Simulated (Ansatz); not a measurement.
# CH4BBrSi: the cost of one run

The runs use Ansatz 0.2.0, Gaussian basis; functionals in def2-TZVPP, the program's frozen cores in correlated methods.

Plan: LDA (SPW92), PBE-D4, revPBE-D4, BLYP-D4, r2SCAN-D4, B97M-V, PBE0-D4, B3LYP-D4, r2SCANh-D4, r2SCAN0-D4, HSE06-D4, BHLYP-D4, CAM-B3LYP-D4, LC-ωPBE, ωB97X-V, ωB97M-V, B2PLYP, PBE-QIDH; CCSD(T)/def2-SVP; CCSD(T)/def2-TZVPP; MP2/def2-QZVPP; extrapolation to the limit; RPA on PBE.

### 1 The relaxed structure

All runs share one geometry, relaxed beforehand with PBE0-D4 in a triple-zeta def2 set.

SMILES `BrC1B[SiH2]1`, 8 atoms, charge 0, spin multiplicity 1.

Atoms are counted from 1 here; the program's logs count them from 0.

Bond lengths: Br1–C2 1.913 Å, C2–B3 1.472 Å, C2–Si4 2.075 Å, C2–H5 1.089 Å, B3–Si4 1.907 Å, B3–H6 1.185 Å, Si4–H7 1.486 Å, Si4–H8 1.479 Å. Angles: Br1–C2–B3 125.0°, Br1–C2–Si4 141.0°, Br1–C2–H5 108.2°, B3–C2–Si4 62.3°, B3–C2–H5 124.8°, Si4–C2–H5 86.5°, C2–B3–Si4 74.5°, C2–B3–H6 132.4°, Si4–B3–H6 134.9°, C2–Si4–B3 43.1°, C2–Si4–H7 127.4°, C2–Si4–H8 100.0°, B3–Si4–H7 121.8°, B3–Si4–H8 127.3°, H7–Si4–H8 110.5°.

### 2 LDA

This LDA is Slater exchange with PW92 correlation.

The input, in.yaml:

```yaml
crystal:
  periodic: [false, false, false]
  atoms:
    - {symbol: Br, position_ang: [-2.210322, 1.174346, -0.816573]}
    - {symbol: C, position_ang: [-0.900978, 0.023713, -0.028594]}
    - {symbol: B, position_ang: [-0.033852, 0.384170, 1.105216]}
    - {symbol: Si, position_ang: [1.112306, -0.457760, -0.164862]}
    - {symbol: H, position_ang: [-1.097726, -0.994397, -0.362198]}
    - {symbol: H, position_ang: [0.035760, 1.356045, 1.779845]}
    - {symbol: H, position_ang: [2.174495, 0.295105, -0.881418]}
    - {symbol: H, position_ang: [1.012318, -1.838322, -0.687215]}
basis:
  gaussian: {orbitals: def2-TZVPP}
hamiltonian: {xc: lda}
output: {orbitals: {seedname: orbitals}}
```

Started as:

```sh
> ansatz run in.yaml --threads 2 --pin off --events-out ev --progress --plain --max-ram 4352MiB
```

**Question.** How long does this run take on 2 threads of Arm Neoverse N1, shared host, and how much memory does it need?

About 3 s, with a peak of 0.26 GiB.
